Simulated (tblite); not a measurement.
# C4H13FN2Si2: the cost of one run

Computed with tblite 0.8.0 and PySCF 2.14.0, with density-fitted response routines of our own, on a single molecule in the gas phase. Atoms count from 0, in the outputs and in this text.

## Step 1: The starting structure

22 atoms, charge 0, multiplicity 1; geometry from: force field or distance geometry start.

Bonds of the start (Å): C0–C1 1.51, C1–N2 1.42, N2–Si3 1.75, Si3–N4 1.78, N4–C5 1.43, N4–Si6 1.75, Si6–C7 1.82, C7–F8 1.40, C7–C1 1.48, C0–H9 1.11, C0–H10 1.12, C0–H11 1.11, C1–H12 1.13, N2–H13 1.04, Si3–H14 1.48, Si3–H15 1.47, C5–H16 1.12, C5–H17 1.11, C5–H18 1.10, Si6–H19 1.47, Si6–H20 1.48, C7–H21 1.12.

## Step 2: Relaxing the molecule with GFN2-xTB

What the job is given:

```
{"job": {"kind": "relax", "xc": "GFN2-xTB", "basis": "xTB"}, "charge": 0, "multiplicity": 1}
C     -2.877900    -0.030800    -0.266400
C     -1.493900     0.141500     0.321200
N     -0.895400     1.208500    -0.394100
Si     0.754600     1.634100    -0.010300
N      1.769100     0.241700    -0.449600
C      2.996000     0.200800     0.287300
Si     0.888400    -1.269200    -0.339600
C     -0.833000    -1.184600     0.235000
F     -1.597100    -2.005100    -0.603400
H     -3.548900    -0.641700     0.366600
H     -2.709900    -0.471500    -1.279000
H     -3.263900     0.997200    -0.443600
H     -1.661000     0.361600     1.420400
H     -1.135100     1.182800    -1.404600
H      1.150900     2.751000    -0.891500
H      0.971500     2.094300     1.374000
H      2.841000     0.835500     1.201900
H      3.197200    -0.840600     0.628400
H      3.793200     0.610800    -0.358300
H      0.919600    -1.984600    -1.625700
H      1.631100    -2.136000     0.607700
H     -0.906900    -1.676200     1.237300
```

Launch:

```console
$ OMP_NUM_THREADS=1 python probes_run.py task.json out
```

The driver reads the jobs from task.json and runs them one after another.

Q: Estimate the wall time and peak memory of this first job on 1 thread of Arm Neoverse N1, shared host.

About 2.1 s, with a peak of 0.18 GiB.
